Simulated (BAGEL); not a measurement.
# C5H12Si (vinyltrimethylsilane) at B3LYP/6-31G(d) (density fitting with cc-pvqz-jkfit, spherical functions)

Aim: the energy change on altering one bond length of C5H12Si (vinyltrimethylsilane) at B3LYP/6-31G* (density fitting with cc-pvqz-jkfit, spherical functions), from 2 runs. 

The calculation is run with BAGEL 1.2.2.

2 further runs of the same task are left out: 2 set aside as unsound or not needed.

### 1 The structure to begin with

C5H12Si has 18 atoms, charge 0, and is taken as a singlet. SMILES: `C=C[Si](C)(C)C`. The coordinates come from a PBE0-D4/def2-TZVP relaxation. This is one conformer, not always the lowest.

Some bond lengths: C1–C2 1.330 Å, C2–Si3 1.869 Å, Si3–C4 1.873 Å, Si3–C5 1.875 Å, Si3–C6 1.875 Å, C1–H7 1.087 Å, C1–H8 1.087 Å, C2–H9 1.091 Å, C4–H10 1.093 Å, C4–H11 1.093 Å, C4–H12 1.093 Å, C5–H13 1.093 Å, C5–H14 1.094 Å, C5–H15 1.093 Å, C6–H16 1.093 Å, C6–H17 1.093 Å. Some angles: C1–C2–Si3 124.8°, C2–Si3–C4 109.7°, C2–Si3–C5 108.9°, C2–Si3–C6 108.9°, C4–Si3–C5 110.1°, C4–Si3–C6 110.1°, C5–Si3–C6 109.2°, C1–C2–H9 117.2°, Si3–C2–H9 118.0°, C2–C1–H7 122.5°.

### 2 The energy at B3LYP/6-31G(d) (density fitting with cc-pvqz-jkfit, spherical functions)

Input file job.json:

```json
{ "bagel" : [

{
  "title" : "molecule",
  "basis" : "6-31gs.json",
  "df_basis" : "cc-pvqz-jkfit",
  "angstrom" : true,
  "geometry" : [
    { "atom" : "C", "xyz" : [      -2.463470,      -0.560850,       0.441110 ] },
    { "atom" : "C", "xyz" : [      -1.600000,       0.041460,      -0.372240 ] },
    { "atom" : "Si", "xyz" : [       0.250010,       0.097990,      -0.111240 ] },
    { "atom" : "C", "xyz" : [       0.693770,      -0.817270,       1.461280 ] },
    { "atom" : "C", "xyz" : [       0.791320,       1.889350,       0.012330 ] },
    { "atom" : "C", "xyz" : [       1.095130,      -0.702450,      -1.581740 ] },
    { "atom" : "H", "xyz" : [      -3.533840,      -0.570330,       0.252000 ] },
    { "atom" : "H", "xyz" : [      -2.138230,      -1.076560,       1.340760 ] },
    { "atom" : "H", "xyz" : [      -2.008990,       0.536650,      -1.254490 ] },
    { "atom" : "H", "xyz" : [       0.218540,      -0.365270,       2.335650 ] },
    { "atom" : "H", "xyz" : [       1.775050,      -0.792910,       1.621980 ] },
    { "atom" : "H", "xyz" : [       0.389440,      -1.865980,       1.413780 ] },
    { "atom" : "H", "xyz" : [       0.321910,       2.383320,       0.866720 ] },
    { "atom" : "H", "xyz" : [       1.875770,       1.963820,       0.132240 ] },
    { "atom" : "H", "xyz" : [       0.516990,       2.446350,      -0.887640 ] },
    { "atom" : "H", "xyz" : [       0.807560,      -1.752570,      -1.676110 ] },
    { "atom" : "H", "xyz" : [       0.825840,      -0.197420,      -2.513330 ] },
    { "atom" : "H", "xyz" : [       2.183160,      -0.657310,      -1.481070 ] }
  ]
},

{
  "title" : "ks",
  "xc_func" : "b3lyp"
},

{
  "title" : "print",
  "file" : "orbitals.molden",
  "orbitals" : true
}

]}
```

The basis set 6-31G* is read from a file made from the Basis Set Exchange's data (not shown).

Run with:

```console
$ BAGEL_NUM_THREADS=1 BAGEL job.json > job.out
```

Log:

```text
* using 1 threads per process

  ===============================================================
  ===============================================================

  *** Geometry ***

  { "atom" : "C", "xyz" : [     -4.655284,     -1.059853,      0.833577 ] },
  { "atom" : "C", "xyz" : [     -3.023562,      0.078348,     -0.703432 ] },
  { "atom" : "Si", "xyz" : [      0.472450,      0.185174,     -0.210213 ] },
  { "atom" : "C", "xyz" : [      1.311035,     -1.544416,      2.761419 ] },
  { "atom" : "C", "xyz" : [      1.495378,      3.570354,      0.023300 ] },
  { "atom" : "C", "xyz" : [      2.069496,     -1.327438,     -2.989055 ] },
  { "atom" : "H", "xyz" : [     -6.677990,     -1.077768,      0.476211 ] },
  { "atom" : "H", "xyz" : [     -4.040669,     -2.034404,      2.533669 ] },
  { "atom" : "H", "xyz" : [     -3.796441,      1.014122,     -2.370643 ] },
  { "atom" : "H", "xyz" : [      0.412981,     -0.690260,      4.413739 ] },
  { "atom" : "H", "xyz" : [      3.354358,     -1.498383,      3.065098 ] },
  { "atom" : "H", "xyz" : [      0.735935,     -3.526191,      2.671657 ] },
  { "atom" : "H", "xyz" : [      0.608322,      4.503822,      1.637863 ] },
  { "atom" : "H", "xyz" : [      3.544692,      3.711082,      0.249897 ] },
  { "atom" : "H", "xyz" : [      0.976970,      4.622932,     -1.677396 ] },
  { "atom" : "H", "xyz" : [      1.526067,     -3.311877,     -3.167389 ] },
  { "atom" : "H", "xyz" : [      1.560611,     -0.373070,     -4.749505 ] },
  { "atom" : "H", "xyz" : [      4.125574,     -1.242136,     -2.798817 ] },

  Number of auxiliary basis functions:     1290

  Since a DF basis is specified, we compute 2- and 3-index integrals:
    o Being stored without compression. Storage requirement is 0.129 GB

  Number of basis functions:      112
  Number of electrons      :       56

    * METHOD: MOLECULE                             2.88

  *** Kohn-Sham DFT ***

    * Removing 38178 points whose weight is below 1.00e-10
    * Grid points: 230130

  === Nuclear Repulsion ===
   299.8715056598

       - DIIS with orbital gradients will be used.

  === KS iteration (b3lyp / 6-31gs.json) ===
      0       -411.46760039          0.12314038           2.00
      1       -339.02530361          0.14158672           1.92
      2       -409.40787436          0.13063620           1.93
      3       -475.69428714          0.08386856           1.82
      4       -482.56233877          0.06885915           1.87
      5       -487.14096406          0.01097907           1.87
      6       -487.17520943          0.00805291           1.87
      7       -487.25653153          0.00172400           1.92
      8       -487.25798563          0.00143129           1.85
      9       -487.25993376          0.00013649           1.91
     10       -487.25994744          0.00007022           2.01
     11       -487.25995222          0.00001599           2.24
     12       -487.25995245          0.00000464           2.59
     13       -487.25995247          0.00000196           2.40
     14       -487.25995247          0.00000063           2.10
     15       -487.25995247          0.00000016           2.09
     16       -487.25995247          0.00000003           2.06
     17       -487.25995247          0.00000001           2.03
     18       -487.25995247          0.00000000           2.04
    * SCF iteration converged.

    * Permanent dipole moment:
           (   -0.058640,    -0.004544,    -0.004001) a.u.

    * METHOD: KS                                  41.50

    * METHOD: PRINT                                0.06

  ===============================================================
```

Wall time 45 s (1 thread of AMD EPYC 7R43 (Zen 3), shared host); peak memory 1.2 GiB.

### 3 The distorted shape, same level

Input file calc.json:

```json
{ "bagel" : [

{
  "title" : "molecule",
  "basis" : "6-31gs.json",
  "df_basis" : "cc-pvqz-jkfit",
  "angstrom" : true,
  "geometry" : [
    { "atom" : "C", "xyz" : [      -2.098279,       0.697586,       0.498109 ] },
    { "atom" : "C", "xyz" : [      -1.234809,       1.299896,      -0.315241 ] },
    { "atom" : "Si", "xyz" : [       0.615201,       1.356426,      -0.054241 ] },
    { "atom" : "C", "xyz" : [       1.058961,       0.441166,       1.518279 ] },
    { "atom" : "C", "xyz" : [       1.156511,       3.147786,       0.069329 ] },
    { "atom" : "C", "xyz" : [       1.460321,       0.555986,      -1.524741 ] },
    { "atom" : "H", "xyz" : [      -3.168649,       0.688106,       0.308999 ] },
    { "atom" : "H", "xyz" : [      -1.773039,       0.181876,       1.397759 ] },
    { "atom" : "H", "xyz" : [      -1.643799,       1.795086,      -1.197491 ] },
    { "atom" : "H", "xyz" : [       0.583731,       0.893166,       2.392649 ] },
    { "atom" : "H", "xyz" : [       2.140241,       0.465526,       1.678979 ] },
    { "atom" : "H", "xyz" : [       0.389440,      -1.865980,       1.413780 ] },
    { "atom" : "H", "xyz" : [       0.687101,       3.641756,       0.923719 ] },
    { "atom" : "H", "xyz" : [       2.240961,       3.222256,       0.189239 ] },
    { "atom" : "H", "xyz" : [       0.882181,       3.704786,      -0.830641 ] },
    { "atom" : "H", "xyz" : [       1.172751,      -0.494134,      -1.619111 ] },
    { "atom" : "H", "xyz" : [       1.191031,       1.061016,      -2.456331 ] },
    { "atom" : "H", "xyz" : [       2.548351,       0.601126,      -1.424071 ] }
  ]
},

{ "title" : "ks", "xc_func" : "b3lyp" },

{ "title" : "print", "file" : "orbitals.molden", "orbitals" : true }

]}
```

The basis set 6-31G* is read from a file made from the Basis Set Exchange's data (not shown).

Run with:

```console
$ BAGEL_NUM_THREADS=1 BAGEL calc.json > calc.out
```

Log:

```text
* using 1 threads per process

  ===============================================================
  ===============================================================

  *** Geometry ***

  { "atom" : "C", "xyz" : [     -3.965173,      1.318246,      0.941290 ] },
  { "atom" : "C", "xyz" : [     -2.333451,      2.456447,     -0.595719 ] },
  { "atom" : "Si", "xyz" : [      1.162561,      2.563274,     -0.102501 ] },
  { "atom" : "C", "xyz" : [      2.001146,      0.833683,      2.869131 ] },
  { "atom" : "C", "xyz" : [      2.185489,      5.948453,      0.131013 ] },
  { "atom" : "C", "xyz" : [      2.759607,      1.050661,     -2.881343 ] },
  { "atom" : "H", "xyz" : [     -5.987879,      1.300332,      0.583923 ] },
  { "atom" : "H", "xyz" : [     -3.350558,      0.343696,      2.641382 ] },
  { "atom" : "H", "xyz" : [     -3.106330,      3.392221,     -2.262930 ] },
  { "atom" : "H", "xyz" : [      1.103092,      1.687839,      4.521451 ] },
  { "atom" : "H", "xyz" : [      4.044469,      0.879717,      3.172810 ] },
  { "atom" : "H", "xyz" : [      0.735935,     -3.526191,      2.671657 ] },
  { "atom" : "H", "xyz" : [      1.298433,      6.881921,      1.745576 ] },
  { "atom" : "H", "xyz" : [      4.234803,      6.089181,      0.357610 ] },
  { "atom" : "H", "xyz" : [      1.667080,      7.001031,     -1.569684 ] },
  { "atom" : "H", "xyz" : [      2.216178,     -0.933778,     -3.059676 ] },
  { "atom" : "H", "xyz" : [      2.250722,      2.005030,     -4.641793 ] },
  { "atom" : "H", "xyz" : [      4.815685,      1.135964,     -2.691104 ] },

  Number of auxiliary basis functions:     1290

  Since a DF basis is specified, we compute 2- and 3-index integrals:
    o Being stored without compression. Storage requirement is 0.129 GB

  Number of basis functions:      112
  Number of electrons      :       56

    * METHOD: MOLECULE                             3.00

  *** Kohn-Sham DFT ***

    * Removing 37017 points whose weight is below 1.00e-10
    * Grid points: 231291

  === Nuclear Repulsion ===
   296.3725382639

       - DIIS with orbital gradients will be used.

  === KS iteration (b3lyp / 6-31gs.json) ===
      0       -412.74046048          0.11456628           2.12
      1       -356.32173417          0.12002212           1.86
      2       -410.35792572          0.12875892           1.80
      3       -478.30535929          0.08496425           1.76
      4       -479.82667023          0.07327273           1.76
      5       -483.49031420          0.05607970           1.77
      6       -483.10700917          0.06017380           1.79
      7       -477.23415855          0.07894200           1.72
      8       -486.61725186          0.01846456           1.86
      9       -486.68155686          0.01542177           1.75
     10       -486.98001441          0.00862555           1.83
     11       -487.08306728          0.00163961           1.91
     12       -487.08476376          0.00105735           1.80
     13       -487.08558042          0.00041460           1.78
     14       -487.08574844          0.00018629           1.85
     15       -487.08579204          0.00003496           1.84
     16       -487.08579308          0.00001749           1.82
     17       -487.08579337          0.00000336           1.77
     18       -487.08579338          0.00000086           1.82
     19       -487.08579338          0.00000109           1.85
     20       -487.08579338          0.00000015           1.83
     21       -487.08579338          0.00000032           1.88
     22       -487.08579338          0.00000003           1.87
     23       -487.08579338          0.00000002           2.03
     24       -487.08579338          0.00000001           1.82
    * SCF iteration converged.

    * Permanent dipole moment:
           (   -0.215087,    -0.684634,     0.033820) a.u.

    * METHOD: KS                                  48.84

    * METHOD: PRINT                                0.08

  ===============================================================
```

Wall time 53 s (1 thread of AMD EPYC 7R43 (Zen 3), shared host); peak memory 1.2 GiB.

### 4 Summary of results

At B3LYP/6-31G* (density fitting with cc-pvqz-jkfit, spherical functions):

| quantity | value |
| --- | --- |
| first shape: total energy | -487.25995 Eh |
| first shape: dipole moment | 0.15 D |
| first shape: HOMO energy | -7.04 eV |
| first shape: LUMO energy | 0.20 eV |
| first shape: HOMO–LUMO gap | 7.25 eV |
| distorted shape: total energy | -487.08579 Eh |
| distorted shape: dipole moment | 1.83 D |
| distorted shape: HOMO energy | -6.73 eV |
| distorted shape: LUMO energy | -3.03 eV |
| distorted shape: HOMO–LUMO gap | 3.69 eV |
| energy change with the C4–H12 bond stretched from 1.093 to 2.405 Å | 4.739 eV |

What this shows: One bond (distorted shape) is far stretched, which a spin-restricted single reference describes badly; a broken-symmetry solution may lie lower. With the C4–H12 bond stretched from 1.093 to 2.405 Å the energy rises by 4.74 eV (109 kcal/mol). The first shape isn't relaxed at this level, so the change isn't measured from a minimum. A restricted reference can't describe the breaking bond well at this length.
